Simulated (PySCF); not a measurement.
# C6H12BN: a tour of settings, part 3 of 3

PySCF 2.14.0. Atoms count from 0. The steps go on from the part before.

## (6) Spin-spin couplings: PBE0/cc-pVDZ

What the job is given:

```
{"job": {"kind": "j", "xc": "PBE0", "basis": "cc-pVDZ"}, "charge": 0, "multiplicity": 1}
B      2.365632    -0.494535    -0.640696
N      1.301393     0.226321    -0.156066
C      0.402233     1.073325    -0.916688
C     -0.984079     0.815302    -0.324065
C     -1.630428    -0.516339    -0.741765
C     -1.289870    -1.115556     0.631425
C     -0.702377     0.234354     1.079009
C      0.818917     0.251105     1.211068
H      2.991232    -1.155344     0.099152
H      2.622113    -0.436130    -1.783249
H      0.674062     2.128789    -0.773262
H      0.462360     0.841349    -1.979393
H     -1.631124     1.688374    -0.389994
H     -1.147683    -1.005108    -1.585420
H     -2.698085    -0.442295    -0.938757
H     -0.552810    -1.915397     0.594499
H     -2.148844    -1.450537     1.208715
H     -1.205090     0.702191     1.923377
H      1.206961    -0.597683     1.772960
H      1.140338     1.178493     1.706113
```

Method: PBE0/cc-pVDZ indirect spin-spin coupling, non-relativistic, gas phase.

The program printed:

```text
coarse grid: 16104 points
cycle   1  E = -315.0415093252  dE =  1.161e+00  |g| = 3.557e-01  |ddm| = 8.293e+00
cycle   2  E = -315.0420241105  dE = -5.148e-04  |g| = 3.801e-01  |ddm| = 1.607e+00
cycle   3  E = -315.0794105810  dE = -3.739e-02  |g| = 6.912e-02  |ddm| = 7.354e-01
cycle   4  E = -315.0803753087  dE = -9.647e-04  |g| = 2.710e-02  |ddm| = 1.315e-01
cycle   5  E = -315.0805258270  dE = -1.505e-04  |g| = 1.056e-02  |ddm| = 4.986e-02
cycle   6  E = -315.0805507122  dE = -2.489e-05  |g| = 1.672e-03  |ddm| = 1.689e-02
cycle   7  E = -315.0805514586  dE = -7.464e-07  |g| = 3.949e-04  |ddm| = 3.637e-03
final grid: 153912 points
cycle   8  E = -315.0979913376  dE = -4.837e-05  |g| = 9.447e-03  |ddm| = 8.160e-02
cycle   9  E = -315.0979742369  dE =  1.710e-05  |g| = 1.277e-02  |ddm| = 3.803e-02
cycle  10  E = -315.0980150630  dE = -4.083e-05  |g| = 1.630e-03  |ddm| = 2.104e-02
cycle  11  E = -315.0980156621  dE = -5.991e-07  |g| = 3.902e-04  |ddm| = 2.831e-03
cycle  12  E = -315.0980156937  dE = -3.157e-08  |g| = 8.280e-05  |ddm| = 6.177e-04
cycle  13  E = -315.0980156953  dE = -1.637e-09  |g| = 2.660e-05  |ddm| = 1.864e-04
cycle  14  E = -315.0980156955  dE = -1.711e-10  |g| = 5.856e-06  |ddm| = 5.042e-05
converged SCF energy = -315.0980156955

Indirect spin-spin couplings (Hz)
  i      j    bonds     total        FC       PSO       DSO        SD
  0 B    1 N    1    -30.307   -32.583     2.946    -0.111    -0.560
  0 B    2 C    2      1.473     1.701    -0.161    -0.065    -0.002
  0 B    3 C    3      1.467     1.519     0.056    -0.090    -0.018
  0 B    6 C    3      1.375     1.424     0.060    -0.089    -0.019
  0 B    7 C    2      1.325     1.555    -0.164    -0.065    -0.001
  0 B    8 H    1    111.522   111.433    -1.214     0.814     0.488
  0 B    9 H    1    111.239   111.150    -1.214     0.813     0.489
  0 B   10 H    3      2.525     2.805     0.160    -0.418    -0.021
  0 B   11 H    3      2.612     2.853    -0.235     0.031    -0.036
  0 B   15 H    5      0.174     0.082    -0.122     0.176     0.039
  0 B   18 H    3      2.611     2.853    -0.237     0.033    -0.037
  0 B   19 H    3      2.516     2.799     0.166    -0.427    -0.022
  1 N    2 C    1    -15.313   -14.908     0.264    -0.124    -0.545
  1 N    3 C    2     -0.593    -0.745     0.149    -0.030     0.032
  1 N    4 C    3      0.066     0.072    -0.009    -0.009     0.012
  1 N    5 C    3      0.044     0.048    -0.007    -0.013     0.015
  1 N    6 C    2     -0.588    -0.744     0.152    -0.031     0.034
  1 N    7 C    1    -15.295   -14.912     0.281    -0.124    -0.540
  1 N    8 H    2     -0.162    -0.778     0.610     0.022    -0.016
  1 N    9 H    2     -0.160    -0.776     0.610     0.022    -0.016
  1 N   10 H    2      1.324     1.397    -0.067    -0.007     0.001
  1 N   11 H    2     -0.868    -0.836    -0.009    -0.003    -0.020
  1 N   12 H    3     -2.463    -2.523    -0.089     0.153    -0.004
  1 N   17 H    3     -2.576    -2.640    -0.090     0.158    -0.004
  1 N   18 H    2     -0.907    -0.875    -0.009    -0.002    -0.020
  1 N   19 H    2      1.295     1.368    -0.066    -0.005    -0.001
  2 C    3 C    1     55.179    55.554    -0.666     0.290         -
  2 C    4 C    2     -2.332    -2.226    -0.141     0.035         -
  2 C    5 C    3      0.397     0.408     0.016    -0.027         -
  2 C    6 C    2      0.504     0.589    -0.142     0.056         -
  2 C    7 C    2     -1.330    -1.148    -0.221     0.039         -
  2 C    8 H    3      6.120     6.323     0.178    -0.381         -
  2 C    9 H    3      5.085     5.104    -0.091     0.071         -
  2 C   10 H    1    149.321   148.055     0.187     1.079         -
  2 C   11 H    1    146.938   145.804     0.050     1.084         -
  2 C   12 H    2      0.525     0.610    -0.060    -0.026         -
  2 C   13 H    3      5.395     5.343    -0.189     0.242         -
  2 C   14 H    3      4.064     4.191     0.178    -0.305         -
  2 C   15 H    4     -0.155    -0.109     0.072    -0.118         -
  2 C   16 H    4     -0.368    -0.248     0.281    -0.401         -
  2 C   17 H    3      2.437     2.558     0.202    -0.324         -
  2 C   18 H    3      5.475     5.654     0.317    -0.496         -
  2 C   19 H    3      0.594     0.627    -0.022    -0.011         -
  3 C    4 C    1     47.870    46.857     0.747     0.266         -
  3 C    5 C    2     -6.970    -6.900    -0.141     0.072         -
  3 C    6 C    1     49.441    48.492     0.648     0.302         -
  3 C    7 C    2      0.610     0.703    -0.149     0.056         -
  3 C    9 H    4     -0.336    -0.276     0.113    -0.173         -
  3 C   10 H    2      0.022     0.102    -0.131     0.051         -
  3 C   11 H    2     -1.417    -1.419    -0.003     0.005         -
  3 C   12 H    1    143.338   141.955     0.207     1.176         -
  3 C   13 H    2     -2.113    -2.385     0.311    -0.039         -
  3 C   14 H    2     -1.654    -1.856     0.258    -0.056         -
  3 C   15 H    3      2.629     2.807     0.083    -0.260         -
  3 C   16 H    3      2.643     2.817     0.137    -0.310         -
  3 C   17 H    2     -1.289    -1.475     0.251    -0.066         -
  3 C   18 H    3      6.824     6.951     0.260    -0.387         -
  3 C   19 H    3      0.941     0.947     0.075    -0.082         -
  4 C    5 C    1     46.348    45.150     0.965     0.232         -
  4 C    6 C    2     -6.537    -6.464    -0.145     0.072         -
  4 C    7 C    3      0.831     0.846     0.021    -0.036         -
  4 C   10 H    3      6.131     6.268     0.245    -0.382         -
  4 C   11 H    3      5.243     5.173    -0.073     0.142         -
  4 C   12 H    2     -1.575    -1.721     0.273    -0.127         -
  4 C   13 H    1    144.414   143.044     0.391     0.979         -
  4 C   14 H    1    145.309   143.908     0.478     0.923         -
  4 C   15 H    2     -2.384    -2.605     0.330    -0.109         -
  4 C   16 H    2     -2.479    -2.692     0.376    -0.164         -
  4 C   17 H    3      2.955     3.114     0.169    -0.327         -
  4 C   18 H    4     -0.322    -0.253     0.187    -0.256         -
  4 C   19 H    4     -0.383    -0.273     0.283    -0.393         -
  5 C    6 C    1     48.014    47.000     0.747     0.267         -
  5 C    7 C    2     -2.222    -2.136    -0.122     0.036         -
  5 C   10 H    4     -0.437    -0.326     0.286    -0.397         -
  5 C   11 H    4     -0.300    -0.242     0.164    -0.222         -
  5 C   12 H    3      4.013     4.194     0.184    -0.365         -
  5 C   13 H    2     -2.219    -2.434     0.342    -0.126         -
  5 C   14 H    2     -2.597    -2.816     0.369    -0.150         -
  5 C   15 H    1    144.912   143.529     0.386     0.997         -
  5 C   16 H    1    144.844   143.455     0.465     0.924         -
  5 C   17 H    2     -1.555    -1.708     0.276    -0.123         -
  5 C   18 H    3      4.921     4.850    -0.062     0.133         -
  5 C   19 H    3      6.234     6.369     0.255    -0.389         -
  6 C    7 C    1     55.085    55.493    -0.698     0.291         -
  6 C    8 H    4     -0.356    -0.298     0.113    -0.171         -
  6 C   10 H    3      0.676     0.689     0.094    -0.107         -
  6 C   11 H    3      6.396     6.520     0.254    -0.378         -
  6 C   12 H    2     -1.335    -1.515     0.251    -0.070         -
  6 C   13 H    3      3.855     4.053     0.113    -0.311         -
  6 C   14 H    3      1.699     1.843     0.115    -0.260         -
  6 C   15 H    2     -2.225    -2.513     0.305    -0.017         -
  6 C   16 H    2     -1.468    -1.662     0.261    -0.067         -
  6 C   17 H    1    143.361   141.976     0.205     1.179         -
  6 C   18 H    2     -1.365    -1.360    -0.009     0.004         -
  6 C   19 H    2      0.009     0.089    -0.127     0.048         -
  7 C    8 H    3      5.096     5.116    -0.094     0.073         -
  7 C    9 H    3      6.148     6.352     0.178    -0.382         -
  7 C   10 H    3      0.542     0.579    -0.017    -0.020         -
  7 C   11 H    3      5.365     5.544     0.315    -0.494         -
  7 C   12 H    3      2.017     2.136     0.182    -0.301         -
  7 C   14 H    4     -0.343    -0.226     0.278    -0.395         -
  7 C   15 H    3      5.513     5.452    -0.204     0.265         -
  7 C   16 H    3      3.243     3.360     0.169    -0.286         -
  7 C   17 H    2      0.652     0.738    -0.052    -0.034         -
  7 C   18 H    1    146.872   145.739     0.049     1.085         -
  7 C   19 H    1    149.028   147.761     0.185     1.082         -
  8 H    9 H    2      3.836     4.638     1.082    -1.885         -
  8 H   10 H    4     -1.875    -1.391     0.883    -1.367         -
  8 H   11 H    4     -0.743    -0.223     0.713    -1.233         -
  8 H   14 H    6     -0.312     0.011     0.712    -1.036         -
  8 H   15 H    6      0.240     0.061    -0.476     0.654         -
  8 H   16 H    6     -0.229     0.009     0.534    -0.772         -
  8 H   17 H    5     -0.193     0.135     0.758    -1.086         -
  8 H   19 H    4     -1.367    -1.153     0.400    -0.614         -
  9 H   10 H    4     -1.387    -1.180     0.385    -0.591         -
  9 H   12 H    5     -0.190     0.140     0.763    -1.092         -
  9 H   13 H    6      0.194     0.045    -0.393     0.542         -
  9 H   14 H    6     -0.241     0.014     0.572    -0.827         -
  9 H   16 H    6     -0.320    -0.001     0.696    -1.015         -
  9 H   18 H    4     -0.709    -0.189     0.714    -1.235         -
  9 H   19 H    4     -1.824    -1.337     0.890    -1.377         -
 10 H   11 H    2    -11.080   -10.698     1.462    -1.844         -
 10 H   12 H    3      4.460     4.221    -0.272     0.512         -
 10 H   13 H    4     -0.641    -0.207     0.974    -1.409         -
 10 H   15 H    5     -0.444     0.012     1.102    -1.558         -
 10 H   16 H    5     -0.469     0.001     1.150    -1.620         -
 10 H   17 H    4     -0.501    -0.250     0.528    -0.778         -
 10 H   18 H    4     -1.272    -0.665     1.302    -1.908         -
 10 H   19 H    4     -0.816    -1.101    -0.690     0.975         -
 11 H   12 H    3      0.054     0.396     0.746    -1.087         -
 11 H   14 H    4     -0.467    -0.218     0.538    -0.787         -
 11 H   16 H    5     -0.462    -0.008     1.060    -1.514         -
 11 H   17 H    4     -1.061    -0.418     1.377    -2.020         -
 11 H   18 H    4     -0.193     0.402     1.385    -1.980         -
 11 H   19 H    4     -1.285    -0.676     1.305    -1.914         -
 12 H   13 H    3      2.002     2.630     1.301    -1.929         -
 12 H   14 H    3      6.079     5.885    -0.086     0.281         -
 12 H   15 H    4     -1.446    -0.675     1.484    -2.255         -
 12 H   16 H    4      0.461     0.858     0.787    -1.184         -
 12 H   17 H    3      4.851     4.724    -0.007     0.134         -
 12 H   18 H    4     -1.079    -0.443     1.361    -1.998         -
 12 H   19 H    4     -0.442    -0.235     0.427    -0.634         -
 13 H   14 H    2    -11.661   -11.213     1.714    -2.163         -
 13 H   15 H    3      6.693     6.443    -0.182     0.432         -
 13 H   16 H    3      3.017     3.685     1.388    -2.056         -
 13 H   17 H    4     -1.422    -0.656     1.482    -2.248         -
 13 H   18 H    5     -0.191     0.044     0.578    -0.813         -
 13 H   19 H    5     -0.460    -0.004     1.111    -1.568         -
 14 H   15 H    3      4.155     4.865     1.463    -2.174         -
 14 H   16 H    3      7.273     7.094     0.011     0.168         -
 14 H   18 H    5     -0.454    -0.005     1.062    -1.511         -
 14 H   19 H    5     -0.388     0.060     1.107    -1.555         -
 15 H   16 H    2    -11.700   -11.259     1.693    -2.134         -
 15 H   17 H    3      2.747     3.417     1.377    -2.047         -
 15 H   19 H    4     -0.683    -0.227     1.022    -1.478         -
 16 H   17 H    3      5.926     5.741    -0.067     0.252         -
 16 H   18 H    4     -0.415    -0.213     0.433    -0.635         -
 16 H   19 H    4     -0.294     0.148     1.048    -1.490         -
 17 H   18 H    3      0.045     0.357     0.698    -1.010         -
 17 H   19 H    3      3.956     3.753    -0.207     0.411         -
 18 H   19 H    2    -10.861   -10.473     1.473    -1.861         -
```

It took 45 s on 1 thread of Intel Xeon Platinum 8488C, shared host; peak memory 0.84 GiB.

The basis is not made for couplings: without tight functions at the nuclei these values are rough.

This run: J(C2,H10) 149.2 Hz, J(C2,H11) 146.9 Hz, J(C4,H14) 145.1 Hz (means over like pairs).

## (7) Side by side: NMR shifts

Shifts (ppm) of some atoms, chosen among heavy atoms and hydrogens apart, means over like atoms, with basis size and wall time:

```tsv
run	C2	C3	C4	H8	H10	H13	N1	functions	time
PBE0/pcSseg-1	64.3	39.3	24.6	4.84	3.55	1.52	167.8	196	36 s
B97-D/3-21G	57.4	37.9	25.9	5.57	3.87	1.97	125.3	96	15 s
```

## (8) Comparing the runs: spin-spin couplings

Couplings (Hz), each a mean over the pairs like the one named, with basis size and wall time:

```tsv
run	B0–H8	C3–H12	C2–H11	C4–H14	C4–H13	C2–H10	C2–C3	functions	time
B97-D/def2-SVPD	179.9	167.3	166.4	162.3	158.1	157.9	74.0	256	61 s
PBE0/cc-pVDZ	111.4	143.3	146.9	145.1	144.7	149.2	55.1	172	45 s
```

## (9) Summary of results

The summary covers parts 1 to 3.

```
                                                               quantity                                   value
¹³C shifts against TMS (PBE0/pcSseg-1, means over atoms taken as alike)                    64.3, 39.3, 24.6 ppm
 ¹H shifts against TMS (PBE0/pcSseg-1, means over atoms taken as alike)  4.84, 3.55, 3.41, 2.63, 2.21, 1.52 ppm
                            ¹¹B shifts against BF3·OEt2 (PBE0/pcSseg-1)                                34.4 ppm
                                 ¹⁵N shifts against NH3 (PBE0/pcSseg-1)                               167.8 ppm
                                        lowest singlet (PBE0/def2-SVPD)             6.61 eV (188 nm), f = 0.206
                                                         lowest triplet                                 5.09 eV
                        largest coupling of the table (B97-D/def2-SVPD)                 ¹J(B,H) B0–H8, 179.9 Hz
                                               range of the shift of N1                      125.3 to 167.8 ppm
                                range of J(B0,H8), mean over like pairs                       111.4 to 179.9 Hz
```

Single values in the summary come from the first run of each kind that ended normally (PBE0/pcSseg-1; PBE0/def2-SVPD; B97-D/def2-SVPD), which need not be the best level. At PBE0/pcSseg-1: The largest span, 202 ppm, is at N1, where the paramagnetic term is -225 ppm. The first singlet state (HOMO→LUMO 0.96) lies at 6.61 eV and is bright. The lowest triplet lies 1.52 eV below the lowest singlet (triplets in Tamm-Dancoff, singlets in full TDDFT). Of the pairs tabulated at B97-D/def2-SVPD, B0–H8 (mean over like pairs) couples most strongly (179.9 Hz; Fermi contact 179.8 Hz). Couplings across rotatable bonds belong to this one conformer; where others are populated, the observed values are averages. Among the atoms with a shift in every run: In ppm, N1 moves most: its shift spreads over 42.5 ppm, from 125.3 (B97-D/3-21G) to 167.8 (PBE0/pcSseg-1). The coupling B0–H8, as a mean over pairs of its kind, runs from 111.4 Hz (PBE0/cc-pVDZ) to 179.9 Hz (B97-D/def2-SVPD). Couplings from bases without tight functions are rough.
